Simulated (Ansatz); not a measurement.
# Al in Ansatz: reference runs

Reference runs on Al: the cell as given.

Program: Ansatz 0.2.0. These are calculated values, not measurements. Logs are shortened: lines on timing, memory, paths and dates and some standing lists are left out, and cuts for length are marked.

### 1 The cell of the first run

The cell holds a slab with vacuum, 5 atoms: a = 2.862 Å, b = 2.862 Å, c = 24.348 Å, α = 90.00°, β = 90.00°, γ = 120.00°.

### 2 Single point, PBE (the (1 1 1) slab of Al, cut from the database cell, not relaxed)

Input file input.yaml:

```yaml
crystal:
  lattice:
    - [2.862339966, 0.0, 0.0]
    - [-1.431169983, 2.4788591248, 0.0]
    - [0.0, 0.0, 24.3483631827]
  atoms:
    - { symbol: Al, position: [0.6666666667, 0.3333333333, 0.3080289194] }
    - { symbol: Al, position: [0.3333333333, 0.6666666667, 0.4040144597] }
    - { symbol: Al, position: [0.0, 0.0, 0.5] }
    - { symbol: Al, position: [0.6666666667, 0.3333333333, 0.5959855403] }
    - { symbol: Al, position: [0.3333333333, 0.6666666667, 0.6919710806] }
hamiltonian:
  xc: pbe
  pseudopotentials: { kind: paw }
kpoints:
  mp_grid: { grid: [11, 11, 1] }
scf:
  occupations: { method: fermi_dirac, width: 0.05 }
output:
  forces: true
  eigenvalues: true
  write_density: true
  write_potential: true
  elf: true
  volumetric_format: npy
efield:
  axis: 3
  dipole_correction: true
  ramp_width: 0.04
```

Potentials or basis: Ansatz PAW.

Command:

```sh
$ ansatz run input.yaml --threads 4 --pin off --max-ram 11264MiB --backend cpu --events-out ev --progress --plain --runs-dir out
```

The log of the run:

```text
Warning: RAYON_NUM_THREADS=4 ignored (pool sized by the plan → 4); use --threads N
Engine: ansatz 0.2.0, aarch64-unknown-linux-gnu
Pseudopotentials: kind: paw
Pseudopotential: Al, paw, valence charge 3, recommended cutoff 420 eV (normal), Al.paw.azcp
Functional definition: PBE
  parameter kappa = 0.804
  parameter beta = 0.06672455060314922
  exchange = pbe_x(kappa = kappa, mu = beta*pi^2/3)
  correlation = pbe_c(beta = beta)
Crystal: 5 atoms, lattice volume = 172.760 Å³
Basis set: ecut = 420 eV, 3405 PW (Γ), exchange–correlation on 40×40×360 points (8 copies of the dense FFT grid, shifted against one another)
Bands: 13, of which v1, the nominal top of the filled ones, is band 8 counted from 1 (7 counted from 0)
Symmetry: 6 space group operations
k-points: 16 of 121 (time reversal used)
Non-local potential: Al, projectors of the file, l = 0: 2, l = 1: 2, l = 2: 1
PAW form: soft (Blöchl's): semilocal exchange-correlation on the pseudo side does not see the compensation charge
PAW one-centre angular grid: Al, 110 points (default); XC on 64 Gauss nodes
Initial density: superposition of atomic densities (neutral atoms: chi_scale 0, normalization atom), corrected by the library's trained network
Initial wavefunctions: pseudopotential atomic-orbital guess
Functional: x = pbe(κ = 0.804, μ = 0.2195149727645171), c = pbe(β = 0.06672455060314922)
SCF iter   1: F=—  HF=-2686.776200 eV  |F-HF|=—  |Δ(HF+E_count)|=         —  Δρ=1.39e-3  dr2=2.11e-2  ethr=1.77e-3  p=-0.000 e·Å  D=-5.36e-15 V/Å  ΔV_dip=0.00 eV  dr2_dipole=4.97e-6  V_vac-E_F(+/−)=3.96/3.96 eV  ⟨swp⟩=9.1  Hψ=1733  notcnv=0
efield: sawtooth ramp at fractional position 0.9800 (placed from the atoms, in the widest stretch of the axis that holds none; the zero of the levels goes with the place), width 0.0400; the density the first Hamiltonian is built on has a dipole p = -0.000 e·Å; the dipole correction subtracts the counter field D = -5.36e-15 V/Å, which shifts the + side's vacuum level by +0.00 eV against the − side's; the planar-averaged density in the ramp window peaks in size at 1.2e-5 e/Å³
preconditioner: auto → LDOS  [metal: Δε(μ)=0.112 eV  Ē_g=6.772 eV  σ=0.050 eV  W_gap=0.44  n_scr=14 (ndim 8)  ℏωp=10.9 eV  f_vac=0.418  D(μ)=2.48/eV (n_scr^D=12)  β→1.0]
SCF iter   2: F=—  HF=-2686.774805 eV  |F-HF|=—  |Δ(HF+E_count)|=   1.39e-3  Δρ=3.57e-4  dr2=5.38e-4  ethr=1.40e-4  p=0.000 e·Å  D=5.87e-5 V/Å  ΔV_dip=-0.00 eV  dr2_dipole=6.24e-6  V_vac-E_F(+/−)=4.03/4.03 eV  ⟨swp⟩=2.4  Hψ=411  notcnv=0  defer=10
SCF iter   3: F=—  HF=-2686.774912 eV  |F-HF|=—  |Δ(HF+E_count)|=   1.07e-4  Δρ=6.10e-5  dr2=2.58e-5  ethr=3.59e-6  p=-0.000 e·Å  D=-6.88e-6 V/Å  ΔV_dip=0.00 eV  dr2_dipole=1.88e-7  V_vac-E_F(+/−)=4.03/4.03 eV  ⟨swp⟩=2.4  Hψ=372  notcnv=0  defer=10
SCF iter   4: F=—  HF=-2686.774934 eV  |F-HF|=—  |Δ(HF+E_count)|=   2.17e-5  Δρ=2.53e-5  dr2=3.50e-6  ethr=1.72e-7  p=0.000 e·Å  D=5.58e-6 V/Å  ΔV_dip=-0.00 eV  dr2_dipole=6.29e-9  V_vac-E_F(+/−)=4.02/4.02 eV  ⟨swp⟩=2.4  Hψ=334  notcnv=0  defer=10
SCF iter   5: F=—  HF=-2686.774934 eV  |F-HF|=—  |Δ(HF+E_count)|=   1.95e-7  Δρ=4.93e-6  dr2=1.10e-7  ethr=2.33e-8  p=0.000 e·Å  D=1.08e-6 V/Å  ΔV_dip=-0.00 eV  dr2_dipole=1.97e-9  V_vac-E_F(+/−)=4.02/4.02 eV  ⟨swp⟩=2.6  Hψ=309  notcnv=0  defer=10
SCF iter   6: F=-2686.774934 eV  HF=-2686.774934 eV  |F-HF|=4.85e-10  |Δ(HF+E_count)|=   6.94e-8  Δρ=1.18e-6  dr2=4.39e-9  ethr=6.67e-10  p=0.000 e·Å  D=1.79e-7 V/Å  ΔV_dip=-0.00 eV  dr2_dipole=7.93e-11  V_vac-E_F(+/−)=4.02/4.02 eV  ⟨swp⟩=14.6  Hψ=1780  notcnv=0
SCF 1 converged in 6 iterations: F = -2686.774934 eV  dr2 = 4.39e-9
WARN: The output density's exchange-correlation potential varies sharply where the density is thin. Do not read a vacuum level from v_tot or v_xc, or from such a field of the output density. On a cell that repeats whose density bears no net charge and no dipole along the vacuum's axis use v_es (v_loc + v_h of the components); under efield.dipole_correction with no amplitude use v_es + v_field, which holds any external_charges[].barrier, or the levels of the report's work_function block, which leave it out; under a non-zero efield.amplitude the vacuum is tilted and has no level; on a cell that repeats and bears such a dipole with no correction it is tilted too, and efield.dipole_correction with no amplitude gives each side of its ramp a level where efield: is served; in a cell that repeats whose density bears a net charge (total_charge, or a fill off its count) it is curved and has none; of a slab under crystal.periodic whose density bears no net charge use v_es, which has a level on each side, short of where the two are joined; of another it falls or rises all the way out and has none; of a slab beside external_charges read slab_vacuum_level instead, which it has where they leave it neutral. The grid or the basis barely resolves most such structure, and the values can differ between equally converged runs; as a rule a tighter scf.convergence.dr2_threshold does not remove it. Where the density itself ripples (under the LDA too) a higher basis.ecutwfc lessens it. The files hold the spikes' plane waves up to the density's cutoff. Files: v_tot_of_output_density and the like, and their columns of v_z.tsv (output.write_potential); v_xc_of_output_density and the like, and their columns of v_comp_z.tsv (output.write_potential_components). Measured: with its Gaussian average of σ = 0.25 Å subtracted twice, the exchange-correlation potential is over 0.1 eV at 234 of the grid points where the equally averaged density (valence and model cores) is under 1e-3 e/Å³, and 0.503 eV at the most among them, at an averaged density of 8.4e-8 e/Å³. The input density's (outcome.potential() and, of a run that writes arrays, v_tot and v_xc) is over 0.1 eV, so measured, at 15 points of its own thin density, 0.167 eV at the most. See output.write_potential in the manual, Limitations
SCF converged after 6 iterations
Free energy (F): -2686.774934 eV
Harris-Foulkes:  -2686.774934 eV  (|F-HF|=4.85e-10)
Internal energy: -2686.753612 eV  (E = F + TS)
E sigma→0 (E₀):  -2686.764273 eV
Entropy (-TS):   -0.021322 eV (-4.264 meV/atom)
Fermi energy:    1.755129 eV
Dipole field:    D = 0.000013 V/Å  (p = 0.000012 e·Å, saw-weighted, corrected)
Work function:   Φ+ = 4.0241 eV   Φ− = 4.0244 eV
Levels:          The Fermi level and band energies are counted from a zero that moves with the ramp; work functions are not
--- Per-component energies (eV) ---
  E_band       = -37.084774
  E_kinetic    = 109.878879
  E_local      = -3124.582689  (includes V_loc(G=0)·N_el)
  E_nonlocal   = 52.083300
  E_hartree    = 1542.719883
  E_xc         = -196.392521
  E_vxc        = -141.713260  (∫ρ·V_xc dr)
  E_paw        = -2336.528737  (= ΣΔE_a)
  E_vpaw       = -18.189395  (= ΣTr[D̂ρ^β])
  E_aug_tail   = -0.000011  (compensation charges beyond the density's cutoff)
  E_efield     = 0.000000  (sawtooth field / dipole correction)
  E_vefield    = 0.000000  (∫n·V_field dr)
  E_ewald      = 1266.068284
  E_smearing   = -0.021322  (= −TS)
  E_closure    = 0.000000  (closes the sum)
  Σ components = -2686.774934   (vs F -2686.774934, Δ=0.00e0)
--- Forces (eV/Å), atoms counted from 1 ---
  atom   1  Al     0.00000000     0.00000000    -0.05671081
  atom   2  Al     0.00000000     0.00000000     0.08999873
  atom   3  Al     0.00000000     0.00000000     0.00000555
  atom   4  Al    -0.00000000    -0.00000000    -0.09001119
  atom   5  Al     0.00000000    -0.00000000     0.05671701
  max |Σ_I F_I| component: 7.17e-7 eV/Å
--- Band table (eV; the first three rows and the last of 16) ---
  k-point 0: bands = ["-9.1261", "-8.4208", "-7.3163", "-5.7822", "-3.8828", "-1.8402", "0.5742", "2.9380", "4.7285", "5.7352", "5.9759", "7.6975", "7.8531"]
  k-point 1: bands = ["-8.9275", "-8.2230", "-7.1197", "-5.5868", "-3.6875", "-1.6541", "0.7598", "3.1206", "4.9168", "5.9278", "6.1677", "7.8716", "8.0274"]
  k-point 2: bands = ["-8.3333", "-7.6312", "-6.5314", "-5.0029", "-3.1048", "-1.0966", "1.3094", "3.6433", "5.4169", "6.2726", "6.5944", "6.7454", "7.0330"]
  k-point 15: bands = ["-1.9853", "-1.9471", "-1.3235", "-1.2803", "-0.4353", "-0.1588", "0.0811", "0.6598", "1.1402", "1.2991", "2.2315", "3.3465", "3.4583"]
```

Run time: 1.3 s. Hardware: 4 threads of Arm Neoverse V2, shared host; peak memory 0.39 GiB.

What came out:

| Quantity | Value |
| --- | --- |
| Free energy | -2686.7749 eV |
| Largest force | 0.090 eV/Å |
| Band gap on the k mesh | none (metal or under the smearing width) |
| Work function of the upper face | 4.02 eV |
| Work function of the lower face | 4.02 eV |
| Dipole across the slab | 0.000 e·Å |

Forces on the atoms (eV/Å):
```
Al   0.000  0.000 -0.057
Al   0.000  0.000  0.090
Al   0.000  0.000  0.000
Al   0.000  0.000 -0.090
Al   0.000  0.000  0.057
```

Levels at points of the mesh, in eV from the Fermi level:
| k point | band 3 | band 4 | band 5 | band 6 | band 7 | band 8 | band 9 | band 10 | band 11 | band 12 |
| --- | --- | --- | --- | --- | --- | --- | --- | --- | --- | --- |
| (0.00, 0.00, 0.00) | -9.07 | -7.54 | -5.64 | -3.60 | -1.18 | 1.18 | 2.97 | 3.98 | 4.22 | 5.94 |
